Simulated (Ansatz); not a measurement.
# TiZn3: the cost of one run

Computed with Ansatz 0.2.0 (DFT LDA, scalar-relativistic, unless a step's input says otherwise).

### Step 1. The structure to begin with

Symmetry: Pm-3m, No. 221, cubic system. Conventional cell: a = 3.932 Å, b = 3.932 Å, c = 3.932 Å, α = 90.00°, β = 90.00°, γ = 90.00°. Ti (site symmetry m-3m) is surrounded by 12 Zn at 2.78 Å. Zn (site symmetry 4/mmm) is surrounded by 4 Ti at 2.78 Å and 8 Zn at 2.78 Å.

Structure file:

```
Ti Zn
1.0
     3.93220    0.00000    0.00000
     0.00000    3.93220    0.00000
     0.00000    0.00000    3.93220
Ti Zn
1 3
Direct
  0.00000 0.00000 0.00000
  0.00000 0.50000 0.50000
  0.50000 0.00000 0.50000
  0.50000 0.50000 0.00000
```

Atoms are numbered in the order of the input: Ti1, Zn2, Zn3, Zn4.

### Step 2. Volume × 0.96, LAPW

input.yaml reads:

```yaml
crystal:
  lattice:
    - [3.8790556475, 0.0, 0.0]
    - [0.0, 3.8790556475, 0.0]
    - [0.0, 0.0, 3.8790556475]
  atoms:
    - { symbol: Ti, position: [0.0, 0.0, 0.0] }
    - { symbol: Zn, position: [0.0, 0.5, 0.5] }
    - { symbol: Zn, position: [0.5, 0.0, 0.5] }
    - { symbol: Zn, position: [0.5, 0.5, 0.0] }
kpoints:
  mp_grid: { grid: [9, 9, 9] }
  band_path:
    path:
      - [0.0, 0.0, 0.0]
      - [0.0, 0.5, 0.0]
      - [0.5, 0.5, 0.0]
      - [0.0, 0.0, 0.0]
      - [0.5, 0.5, 0.5]
      - [0.0, 0.5, 0.0]
      - [0.5, 0.5, 0.5]
      - [0.5, 0.5, 0.0]
    npoints: 5
scf:
  occupations: { method: fermi_dirac, width: 0.05 }
hamiltonian:
  xc: lda
  pseudopotentials: { kind: all_electron, lapw: { basis_error: 0.001 } }
output:
  forces: true
  stress: true
  eigenvalues: true
```

Run with:

```
> ansatz run input.yaml --threads 1 --pin off --max-ram 4096MiB --backend cpu --events-out ev --progress --plain --runs-dir out
```

Q: Estimate wall time and peak memory on 1 thread of Intel Xeon 6975P-C (Granite Rapids), shared host.

About 22 s, with a peak of 0.46 GiB.
